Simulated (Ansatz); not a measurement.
**C2H3Br: taking an electron away**

One table from this session's results is given with a row withheld; the runs are named, their logs left out.

Method: unrestricted cation, the program's frozen cores in correlated methods; program: Ansatz 0.2.0, Gaussian basis.

The runs, in order: UKS PBE-D4/def2-TZVPP; UKS r2SCAN-D4/def2-TZVPP; UKS PBE0-D4/def2-TZVPP; UKS B3LYP-D4/def2-TZVPP; UKS wB97X-V/def2-TZVPP; UKS wB97M-V/def2-TZVPP; UKS B2PLYP/def2-TZVPP; UHF-CCSD(T)/def2-TZVPP; UHF-MP2/def2-QZVPP; extrapolation to the limit; then −ε(HOMO) from the neutral's earlier runs with LDA (SPW92), PBE-D4, revPBE-D4, BLYP-D4, r2SCAN-D4, B97M-V, PBE0-D4, B3LYP-D4, r2SCANh-D4, r2SCAN0-D4, HSE06-D4, BHLYP-D4, CAM-B3LYP-D4, LC-ωPBE, ωB97X-V, ωB97M-V.

### Structure used throughout

All runs share one geometry, relaxed beforehand with PBE0-D4 in a triple-zeta def2 set.

SMILES `C=CBr`, 6 atoms, charge 0, spin multiplicity 1.

Atoms are counted from 1 here; the program's logs count them from 0.

Bond lengths: C1–C2 1.319 Å, C1–H4 1.083 Å, C1–H5 1.084 Å, C2–Br3 1.881 Å, C2–H6 1.082 Å. Angles: C2–C1–H4 122.5°, C2–C1–H5 119.4°, H4–C1–H5 118.1°, C1–C2–Br3 123.4°, C1–C2–H6 124.1°, Br3–C2–H6 112.6°.

The first run:

Contents of in.yaml:

```yaml
crystal:
  periodic: [false, false, false]
  atoms:
    - {symbol: C, position_ang: [-0.543550, 0.196856, -0.480663]}
    - {symbol: C, position_ang: [0.425274, 0.015132, 0.395330]}
    - {symbol: Br, position_ang: [1.208965, -1.659951, 0.739329]}
    - {symbol: H, position_ang: [-0.957035, -0.614064, -1.066771]}
    - {symbol: H, position_ang: [-0.948532, 1.191902, -0.627193]}
    - {symbol: H, position_ang: [0.856979, 0.806124, 0.993868]}
basis:
  gaussian: {orbitals: def2-TZVPP}
total_charge: 1
magnetization: {spin_polarized: true, initial_magnetization: 1}
hamiltonian: {xc: pbe, dispersion: d4}
```

Launch:

```sh
ansatz run in.yaml --threads 4 --pin off --events-out ev --progress --plain --max-ram 10444MiB
```

Steps of the session up to this table: Cation, UKS PBE-D4/def2-TZVPP; Cation, UKS r2SCAN-D4/def2-TZVPP; Cation, UKS PBE0-D4/def2-TZVPP; Cation, UKS B3LYP-D4/def2-TZVPP; Cation, UKS wB97X-V/def2-TZVPP; Cation, UKS wB97M-V/def2-TZVPP; Cation, UKS B2PLYP (frozen core)/def2-TZVPP; Cation, UHF-CCSD(T)/def2-TZVPP; Cation, UHF-MP2/def2-QZVPP.

One of the session's tables, all rows but one given; the rest of the session is left out.

It belongs to the step «Ionisation energies side by side». For comparison, −ε(HOMO) of the neutral from earlier runs:

```
  functional  −ε(HOMO) (eV)
 LDA (SPW92)           6.48
      PBE-D4           6.30
   revPBE-D4           6.24
     BLYP-D4           6.13
   r2SCAN-D4           6.54
      B97M-V              ?
     PBE0-D4           7.44
    B3LYP-D4           7.21
  r2SCANh-D4           6.96
  r2SCAN0-D4           7.60
    HSE06-D4           7.04
    BHLYP-D4           8.42
CAM-B3LYP-D4           8.73
     LC-ωPBE          10.11
     ωB97X-V           9.73
     ωB97M-V           9.61
```

Estimate the missing values for B97M-V.

As computed: −ε(HOMO) (eV): 6.56. In the column «−ε(HOMO) (eV)» it lies between r2SCAN-D4 (6.54) and r2SCANh-D4 (6.96).
